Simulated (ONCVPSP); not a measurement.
# Neodymium: generating and testing an ONCV potential

Task: generate the file, and judge it by its errors in other configurations, its logarithmic derivatives, its ghosts and its cutoff.

Program: ONCVPSP 4.0.1. Reference atom: LDA (Perdew-Zunger), scalar-relativistic, spherical and spin-unpolarised. All values are calculated.

### Step 1. Settings

The settings as typed:

```
element                 : neodymium (Nd, Z = 60)
type                    : optimised norm-conserving Vanderbilt (ONCV)
frozen core             : [Kr] 4d10 5s2
valence charge          : 12
reference configuration : 4f3 5p6 5d1 6s2
partial waves           : 6s: rc 3.80 bohr, ncon 5, nbas 10, qcut 1.7 1/bohr, 2 projectors, debl 1.1 Ha; 5p: rc 2.85 bohr, ncon 4, nbas 8, qcut 5.7 1/bohr, 2 projectors, debl 2.8 Ha; 5d: rc 3.40 bohr, ncon 5, nbas 10, qcut 4.4 1/bohr, 2 projectors, debl 0.9 Ha; 4f: rc 1.30 bohr, ncon 5, nbas 9, qcut 12.5 1/bohr, local
local potential         : the f channel
core correction         : not asked for
```

The outer shells as boxes (Hund's rule for the drawing; the calculation is spin-unpolarised):

```
[Kr] core
4d [↑↓][↑↓][↑↓][↑↓][↑↓]
5s [↑↓]
4f [↑ ][↑ ][↑ ][  ][  ][  ][  ]
5p [↑↓][↑↓][↑↓]
5d [↑ ][  ][  ][  ][  ]
6s [↑↓]
```

The nodes and maxima of the atom's own shells, from an earlier all-electron run, set the scale for the radii.

All-electron outer shells of the reference configuration (LDA (Perdew-Zunger), scalar-relativistic, ld1.x):

```tsv
shell	level (eV)	outermost node (bohr)	outermost maximum (bohr)
5s	-43.83	0.72	1.31
5p	-24.75	0.77	1.46
4f	-7.12	–	0.65
6s	-4.01	1.73	3.55
5d	-3.06	0.87	2.10
6p	-1.41	2.07	4.74
```

### Step 2. The generation run

Nd.dat

```
# ATOM AND REFERENCE CONFIGURATION
# atsym  z   nc   nv     iexc    psfile
  Nd 60.00   10    4        3      upf
#
#   n    l    f
    1    0    2.00
    2    0    2.00
    2    1    6.00
    3    0    2.00
    3    1    6.00
    3    2   10.00
    4    0    2.00
    4    1    6.00
    4    2   10.00
    5    0    2.00
    4    3    3.00
    5    1    6.00
    5    2    1.00
    6    0    2.00
#
# PSEUDOPOTENTIAL AND OPTIMIZATION
# lmax
    3
#
#   l,   rc,      ep,       ncon, nbas, qcut
    0    3.80    0.00    5   10    1.70
    1    2.85    0.00    4    8    5.70
    2    3.40    0.00    5   10    4.40
    3    1.30    0.00    5    9   12.50
#
# LOCAL POTENTIAL
# lloc, lpopt,  rc(5),   dvloc0
    3    5    1.30    0.00
#
# VANDERBILT-KLEINMAN-BYLANDER PROJECTORs
# l, nproj, debl
    0    2    1.10
    1    2    2.80
    2    2    0.90
    3    0    2.90
#
# MODEL CORE CHARGE
# icmod, fcfact, rcfact
    0    0.00    0.00
#
# LOG DERIVATIVE ANALYSIS
# epsh1, epsh2, depsh
   -2.00    5.00    0.02
#
# OUTPUT GRID
# rlmax, drl
    6.00    0.01
#
# TEST CONFIGURATIONS
# ncnf
    4
# nvcnf
#   n    l    f
    4
    4    3    4.00
    5    1    6.00
    5    2    0.00
    6    0    2.00
#
    4
    4    3    4.00
    5    1    6.00
    5    2    0.00
    6    0    1.00
#
    4
    4    3    4.00
    5    1    6.00
    5    2    0.00
    6    0    0.00
#
    5
    4    3    4.00
    5    1    6.00
    5    2    0.00
    6    0    0.00
    6    1    2.00
#
```

Started as:

```console
oncvpsp.x < Nd.dat > Nd.out
```

Before running it: what results should come out? Wanted: cutoffs for 1 and 0.1 mHa per electron, occupied waves; bound ghosts; GHOST(+) flags; largest test error; largest phase difference near zero energy, channels read.

**Answer**, as computed:

| quantity | value |
| --- | --- |
| cutoffs for 1 and 0.1 mHa per electron, occupied waves | 74 Ha and 148 Ha |
| bound ghosts | s at -455.33 eV, s at -104.56 eV, p at -95.87 eV |
| GHOST(+) flags | s at 54 eV, d at 552 eV |
| largest test error (AE − PS) | -408 meV, for 4f4 5p6 5d0 6s0 |
| largest phase difference near zero energy, channels read | 0.014 rad |

What this shows: It has a bound ghost (s, p), a state that the atom doesn't have, and that rules the file out. By total energies transferability is poor: the largest error is 408 meV on 15.1 eV, for 4f4 5p6 5d0 6s0. By its cutoff, 74 Ha for the looser tolerance, it is very hard. At the looser tolerance the 4f wave is the slowest; 5p needs 6 Ha. Near zero energy the phases of the channels with partial waves that could be evaluated agree within 0.014 rad. The program also flags highly localised states, GHOST(+) (s, d). All of this concerns the isolated atom, not yet a solid.
